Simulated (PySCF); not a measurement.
**InH2ClO (SMILES [OH][InH][Cl]) at 3 levels**

Wanted: a comparison of 3 runs (HF/def2-SVP, B3LYP/STO-3G, B3LYP/3-21G) of InH2ClO. 

The calculation is run with PySCF 2.14.0.

### 1 Starting point

InH2ClO: 5 atoms, total charge 0, spin state singlet. SMILES: `[OH][InH][Cl]`. The shape is that of a PBE0-D4/def2-TZVP optimisation. This is one conformer, not always the lowest.

Bond lengths: O1–In2 1.968 Å, In2–Cl3 2.333 Å, O1–H4 0.961 Å, In2–H5 1.688 Å. Angles: O1–In2–Cl3 109.8°, O1–In2–H5 126.8°, Cl3–In2–H5 123.4°, In2–O1–H4 111.6°.

### 2 Energy and forces at HF/def2-SVP (core potential) (run 1)

Contents of mol.xyz:

```xyz
5

O     -1.390100     0.131800    -0.577000
In     0.449500     0.401800     0.067200
Cl     1.287900    -1.597300     0.930400
H     -1.681700    -0.774800    -0.447000
H      1.334300     1.838500     0.026500
```

Contents of run.py:

```python
import pyscf.grad
from pyscf import gto, scf

molecule = gto.Mole()
molecule.atom = 'mol.xyz'
molecule.verbose = 4
molecule.max_memory = 1860
molecule.ecp = {'In': 'def2-svp'}
molecule.spin = 0
molecule.basis = 'def2-svp'
molecule.charge = 0
molecule.build()

mf = scf.RHF(molecule)
mf.conv_tol = 1e-10
mf.kernel()
if not mf.converged:
    mf = mf.newton().run(mf.mo_coeff, mf.mo_occ)

etot = mf.e_tot
print(f'total energy: {etot:.8f} hartree')
grad = mf.Gradients().kernel()
mf.analyze()
```

Started as:

```console
$ OMP_NUM_THREADS=1 python run.py
```

Standard output:

```text
PySCF version 2.14.0

[INPUT] num. atoms = 5
[INPUT] num. electrons = 48
[INPUT] charge = 0
[INPUT] spin (= nelec alpha-beta = 2S) = 0
[INPUT] symmetry False subgroup None
[INPUT] Mole.unit = angstrom
[INPUT] Symbol           X                Y                Z      unit          X                Y                Z       unit  Magmom
[INPUT]  1 O     -1.390100000000   0.131800000000  -0.577000000000 AA   -2.626908285758   0.249065903218  -1.090371973874 Bohr   0.0
[INPUT]  2 In     0.449500000000   0.401800000000   0.067200000000 AA    0.849431892992   0.759291956850   0.126989595571 Bohr   0.0
[INPUT]  3 Cl     1.287900000000  -1.597300000000   0.930400000000 AA    2.433778275827  -3.018459538768   1.758201186295 Bohr   0.0
[INPUT]  4 H     -1.681700000000  -0.774800000000  -0.447000000000 AA   -3.177952423681  -1.464159801313  -0.844707577681 Bohr   0.0
[INPUT]  5 H      1.334300000000   1.838500000000   0.026500000000 AA    2.521461568007   3.474261480013   0.050077742301 Bohr   0.0

[... 65 lines left out ...]
Two-electron Energy =                  518.332060589398679
[... 8 lines left out ...]
MO #5   energy= -7.9988198405319   occ= 2
[... 6 lines left out ...]
MO #12  energy= -1.09789870524721  occ= 2
[... 6 lines left out ...]
MO #19  energy= -0.556978515749748 occ= 2
[... 6 lines left out ...]
MO #26  energy= 0.080660660295878  occ= 0
[... 6 lines left out ...]
MO #33  energy= 0.374949921481452  occ= 0
[... 6 lines left out ...]
MO #40  energy= 0.87738961655147   occ= 0
[... 6 lines left out ...]
MO #47  energy= 1.23133045246927   occ= 0
[... 6 lines left out ...]
MO #54  energy= 1.72863693693976   occ= 0
[... 6 lines left out ...]
MO #61  energy= 3.11922900784745   occ= 0
[... 6 lines left out ...]
MO #68  energy= 61.6489945371867   occ= 0
[... 37 lines left out ...]
pop of  1 In 5dxy         0.20155
pop of  1 In 5dyz         0.17854
pop of  1 In 5dz^2        0.18824
pop of  1 In 5dxz         0.14108
pop of  1 In 5dx2-y2      0.00958
pop of  2 Cl 1s           2.00000
pop of  2 Cl 2s           1.99996
pop of  2 Cl 3s           1.96968
pop of  2 Cl 4s           0.01472
pop of  2 Cl 2px          1.99999
pop of  2 Cl 2py          1.99998
pop of  2 Cl 2pz          1.99999
pop of  2 Cl 3px          1.95274
pop of  2 Cl 3py          1.83717
pop of  2 Cl 3pz          1.94287
pop of  2 Cl 4px          0.00598
pop of  2 Cl 4py          0.00784
pop of  2 Cl 4pz          0.00682
pop of  2 Cl 3dxy         0.00644
pop of  2 Cl 3dyz         0.00512
pop of  2 Cl 3dz^2        0.00338
pop of  2 Cl 3dxz         0.00193
pop of  2 Cl 3dx2-y2      0.00474
pop of  3 H 1s            0.66904
pop of  3 H 2s            0.01786
pop of  3 H 2px           0.00248
pop of  3 H 2py           0.00217
pop of  3 H 2pz           0.00187
pop of  4 H 1s            1.45115
pop of  4 H 2s            0.01433
pop of  4 H 2px           0.01287
pop of  4 H 2py           0.00995
pop of  4 H 2pz           0.01164
 ** Mulliken atomic charges  **
charge of    0O =     -1.07762
charge of    1In =      2.03033
charge of    2Cl =     -0.75935
charge of    3H =      0.30657
charge of    4H =     -0.49994
Dipole moment(X, Y, Z, Debye):  0.53883,  1.33760, -0.14902
```

Run time: 12 s. Hardware: 1 thread of Intel Xeon at 2.50GHz (Skylake/Cascade Lake), shared host; peak memory 0.14 GiB.

### 3 Energy and gradient at B3LYP/STO-3G (run 2)

Contents of job.py:

```python
# [OH][InH][Cl]
import pyscf.grad
from pyscf import gto, dft

mol = gto.M(
    atom='''
O       -1.390100       0.131800      -0.577000
In       0.449500       0.401800       0.067200
Cl       1.287900      -1.597300       0.930400
H       -1.681700      -0.774800      -0.447000
H        1.334300       1.838500       0.026500
''',
    max_memory=1860,
    basis='sto-3g',
    spin=0,
    verbose=4,
)

mf = dft.RKS(mol)
mf.xc = 'b3lyp'
mf.conv_tol = 1e-10
mf.grids.level = 5
mf.kernel()
if not mf.converged:
    mf = mf.newton().run(mf.mo_coeff, mf.mo_occ)

e_tot = mf.e_tot
print('E = %.10f Eh' % e_tot)
grad = mf.Gradients().kernel()
mf.analyze()
```

Started as:

```console
$ OMP_NUM_THREADS=1 python job.py
```

Standard output:

```text
PySCF version 2.14.0

[INPUT] num. atoms = 5
[INPUT] num. electrons = 76
[INPUT] charge = 0
[INPUT] spin (= nelec alpha-beta = 2S) = 0
[INPUT] symmetry False subgroup None
[INPUT] Mole.unit = angstrom
[INPUT] Symbol           X                Y                Z      unit          X                Y                Z       unit  Magmom
[INPUT]  1 O     -1.390100000000   0.131800000000  -0.577000000000 AA   -2.626908285758   0.249065903218  -1.090371973874 Bohr   0.0
[INPUT]  2 In     0.449500000000   0.401800000000   0.067200000000 AA    0.849431892992   0.759291956850   0.126989595571 Bohr   0.0
[INPUT]  3 Cl     1.287900000000  -1.597300000000   0.930400000000 AA    2.433778275827  -3.018459538768   1.758201186295 Bohr   0.0
[INPUT]  4 H     -1.681700000000  -0.774800000000  -0.447000000000 AA   -3.177952423681  -1.464159801313  -0.844707577681 Bohr   0.0
[INPUT]  5 H      1.334300000000   1.838500000000   0.026500000000 AA    2.521461568007   3.474261480013   0.050077742301 Bohr   0.0

[... 78 lines left out ...]
Two-electron Energy =                 2737.140198580449123
[... 6 lines left out ...]
MO #3   energy= -134.669912130518  occ= 2
[... 4 lines left out ...]
MO #8   energy= -23.1570967615841  occ= 2
[... 4 lines left out ...]
MO #13  energy= -15.5032834905801  occ= 2
[... 4 lines left out ...]
MO #18  energy= -6.92529587148864  occ= 2
[... 4 lines left out ...]
MO #23  energy= -2.53156488480763  occ= 2
[... 4 lines left out ...]
MO #28  energy= -0.346732944275278 occ= 2
[... 4 lines left out ...]
MO #33  energy= -0.27134248470879  occ= 2
[... 4 lines left out ...]
MO #38  energy= -0.169634732693438 occ= 2
[... 4 lines left out ...]
MO #43  energy= 0.434766497159047  occ= 0
[... 12 lines left out ...]
pop of  1 In 2px          2.00000
pop of  1 In 2py          2.00000
pop of  1 In 2pz          2.00000
pop of  1 In 3px          1.99995
pop of  1 In 3py          1.99993
pop of  1 In 3pz          1.99996
pop of  1 In 4px          1.99876
pop of  1 In 4py          1.99882
pop of  1 In 4pz          1.99787
pop of  1 In 5px          0.55487
pop of  1 In 5py          0.64195
pop of  1 In 5pz          0.36460
pop of  1 In 3dxy         1.99996
pop of  1 In 3dyz         1.99999
pop of  1 In 3dz^2        1.99996
pop of  1 In 3dxz         1.99998
pop of  1 In 3dx2-y2      1.99997
pop of  1 In 4dxy         1.95673
pop of  1 In 4dyz         1.98899
pop of  1 In 4dz^2        1.95628
pop of  1 In 4dxz         1.98078
pop of  1 In 4dx2-y2      1.96917
pop of  2 Cl 1s           2.00000
pop of  2 Cl 2s           1.99981
pop of  2 Cl 3s           1.92966
pop of  2 Cl 2px          1.99990
pop of  2 Cl 2py          1.99964
pop of  2 Cl 2pz          1.99989
pop of  2 Cl 3px          1.90329
pop of  2 Cl 3py          1.63851
pop of  2 Cl 3pz          1.86069
pop of  3 H 1s            0.86604
pop of  4 H 1s            1.08821
 ** Mulliken atomic charges  **
charge of    0O =     -0.24503
charge of    1In =      0.53069
charge of    2Cl =     -0.33141
charge of    3H =      0.13396
charge of    4H =     -0.08821
Dipole moment(X, Y, Z, Debye): -1.15949,  1.61412, -0.88493
```

It took 26 s on 1 thread of Intel Xeon at 2.50GHz (Skylake/Cascade Lake), shared host; peak memory 0.46 GiB.

### 4 Energy and forces at B3LYP/3-21G (run 3)

mol.xyz is that of step 2.

Contents of run.py:

```python
import pyscf.grad
from pyscf import gto, dft

system = gto.M(
    atom='mol.xyz',
    verbose=3,
    max_memory=1860,
    basis='3-21g',
    spin=0,
)

ks = dft.RKS(system)
ks.xc = 'b3lyp'
ks.conv_tol = 1e-10
ks.grids.level = 5
ks.kernel()
if not ks.converged:
    ks = ks.newton().run(ks.mo_coeff, ks.mo_occ)

e_final = ks.e_tot
print('E = %.10f Eh' % e_final)
grad = ks.Gradients().kernel()
ks.analyze()
```

Started as:

```console
$ OMP_NUM_THREADS=1 python run.py
```

Standard output:

```text
converged SCF energy = -6251.30068251894
E = -6251.3006825189 Eh
--------------- RKS gradients ---------------
         x                y                z
0 O    -0.0127453377    -0.0278321919     0.0025082482
1 In     0.0142544624    -0.0134325377     0.0091551490
2 Cl    -0.0107540489     0.0239054087    -0.0106009332
3 H     0.0154225322     0.0294207712    -0.0018940527
4 H    -0.0061908615    -0.0120586014     0.0008257037
----------------------------------------------
**** MO energy ****
MO #1   energy= -981.366826331256  occ= 2
MO #2   energy= -144.611197359537  occ= 2
MO #3   energy= -134.55051840489   occ= 2
MO #4   energy= -134.549734222144  occ= 2
MO #5   energy= -134.549063429268  occ= 2
MO #6   energy= -100.792494581097  occ= 2
MO #7   energy= -27.7016979839866  occ= 2
MO #8   energy= -23.5068145061941  occ= 2
MO #9   energy= -23.5029998779818  occ= 2
MO #10  energy= -23.5001690891483  occ= 2
MO #11  energy= -19.0252048472663  occ= 2
MO #12  energy= -16.3588770820108  occ= 2
MO #13  energy= -16.3575570889605  occ= 2
MO #14  energy= -16.3555318388523  occ= 2
MO #15  energy= -16.3546446520379  occ= 2
MO #16  energy= -16.3536384009274  occ= 2
MO #17  energy= -9.36084282981867  occ= 2
MO #18  energy= -7.13032793346725  occ= 2
MO #19  energy= -7.12448365296448  occ= 2
MO #20  energy= -7.12387579486544  occ= 2
MO #21  energy= -4.30828834919093  occ= 2
MO #22  energy= -2.93443375364374  occ= 2
MO #23  energy= -2.93047714984111  occ= 2
MO #24  energy= -2.92523577205318  occ= 2
MO #25  energy= -0.98087187378025  occ= 2
MO #26  energy= -0.87064394430741  occ= 2
MO #27  energy= -0.856115618370468 occ= 2
MO #28  energy= -0.854982576681947 occ= 2
MO #29  energy= -0.850432029348141 occ= 2
MO #30  energy= -0.840880151649654 occ= 2
MO #31  energy= -0.777173666520626 occ= 2
MO #32  energy= -0.472369913175499 occ= 2
MO #33  energy= -0.40265972083797  occ= 2
MO #34  energy= -0.348398546598142 occ= 2
MO #35  energy= -0.31865296446593  occ= 2
MO #36  energy= -0.314607483085003 occ= 2
MO #37  energy= -0.295716059667488 occ= 2
MO #38  energy= -0.288921172207988 occ= 2
MO #39  energy= -0.0586033061947626 occ= 0
MO #40  energy= -0.0503063163274593 occ= 0
MO #41  energy= 0.0195363121211929 occ= 0
MO #42  energy= 0.0832508373392029 occ= 0
MO #43  energy= 0.117078334012788  occ= 0
MO #44  energy= 0.173633429084301  occ= 0
MO #45  energy= 0.189790001058926  occ= 0
MO #46  energy= 0.210695160008338  occ= 0
MO #47  energy= 0.257051450918052  occ= 0
MO #48  energy= 0.589127022856706  occ= 0
MO #49  energy= 0.61577165150762   occ= 0
MO #50  energy= 0.641322717903959  occ= 0
MO #51  energy= 0.731278507686202  occ= 0
MO #52  energy= 0.994461849826024  occ= 0
MO #53  energy= 1.10177653884878   occ= 0
MO #54  energy= 1.4407755999481    occ= 0
MO #55  energy= 1.55831667493293   occ= 0
MO #56  energy= 1.65497256455216   occ= 0
MO #57  energy= 2.66642820825044   occ= 0
 ** Mulliken atomic charges  **
charge of    0O =     -0.55296
charge of    1In =      0.71133
charge of    2Cl =     -0.37294
charge of    3H =      0.28144
charge of    4H =     -0.06687
Dipole moment(X, Y, Z, Debye): -0.63039,  1.49698, -0.64716
```

Run time: 27 s. Hardware: 1 thread of Intel Xeon at 2.50GHz (Skylake/Cascade Lake), shared host; peak memory 0.58 GiB.

### 5 The series

```csv
run,level,core potential,integration grid,energy (Eh),dipole moment (D),HOMO energy (eV),LUMO energy (eV),wall time
1,HF/def2-SVP (core potential),def2-svp,–,-724.581497,1.45,-11.85,1.15,12 s
2,B3LYP/STO-3G,–,5,-6215.490385,2.18,-4.62,1.75,26 s
3,B3LYP/3-21G,–,5,-6251.300683,1.75,-7.86,-1.59,27 s
```

### 6 Outcome

| quantity | value |
| --- | --- |
| run 3: total energy | -6251.30068 Eh |
| run 3: dipole moment | 1.75 D |
| run 3: HOMO energy | -7.86 eV |
| run 3: LUMO energy | -1.59 eV |
| run 3: HOMO–LUMO gap | 6.27 eV |
| run 3: largest force on an atom | 1.711 eV/Å |

The dipole moment (its size) runs from 1.45 D (HF/def2-SVP) to 2.18 D (B3LYP/STO-3G). The two ends differ in method and basis and core potential. The HOMO–LUMO gap runs from 6.27 eV (B3LYP/3-21G) to 13.00 eV (HF/def2-SVP). Some runs of one species differ in core potentials or relativity; totals across that change don't compare. In run 2 the basis is minimal, so the values are rough. In runs 2, 3 relativity is left out where basis or elements ask for it. All runs together took 65 s, the longest 27 s.
